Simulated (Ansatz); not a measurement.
# ClH3OSn: the cost of one run

Method: RKS PBE-D4/def2-SVP, in Ansatz 0.2.0.

## (1) The starting structure

Bond lengths: Sn1–O2 2.160 Å, O2–H3 1.010 Å, Sn1–H4 1.940 Å, Sn1–Cl5 2.408 Å, Sn1–H6 1.739 Å. Angles: Sn1–O2–H3 74.6°, O2–Sn1–H4 38.9°, O2–Sn1–Cl5 123.2°, O2–Sn1–H6 123.2°, H4–Sn1–Cl5 122.7°, H4–Sn1–H6 122.7°, Cl5–Sn1–H6 109.5°.

As a file:

```xyz
6

Sn    0.0000    0.0000    0.0000
O     1.2811    0.0000    1.7390
H     0.3715   -0.2814    2.0762
H     1.8761    0.0000    0.4941
Cl   -1.1351    1.9666   -0.8025
H    -0.8195   -1.4198   -0.5794
```

## (2) Pulling towards end A

Springs on the bonds that form and break draw the guess towards this end; the thresholds are loose.

input.yaml reads:

```yaml
crystal:
  periodic: [false, false, false]
  atoms:
    - { symbol: Sn, position_ang: [0.0, 0.0, 0.0] }
    - { symbol: O, position_ang: [1.2811, 0.0, 1.739] }
    - { symbol: H, position_ang: [0.3715, -0.2814, 2.0762] }
    - { symbol: H, position_ang: [1.8761, 0.0, 0.4941] }
    - { symbol: Cl, position_ang: [-1.1351, 1.9666, -0.8025] }
    - { symbol: H, position_ang: [-0.8195, -1.4198, -0.5794] }
basis:
  gaussian: { orbitals: def2-SVP }
hamiltonian:
  xc: pbe
  dispersion: d4
relax:
  f_tol: 0.15
  max_steps: 25
  restrain:
    - { distance: [1, 3], at: 2.21, k: 30.0 }
    - { distance: [0, 1], at: 1.96, k: 30.0 }
    - { distance: [0, 3], at: 1.74, k: 30.0 }
```

Started as:

```console
$ ansatz run input.yaml --threads 2 --pin off --max-ram 3072MiB --backend cpu --events-out ev --progress --plain --runs-dir out
```

**Question.** How long does this run take on 2 threads of Arm Neoverse V1, shared host, and how much memory does it need?

About 10 s, with a peak of 0.14 GiB.
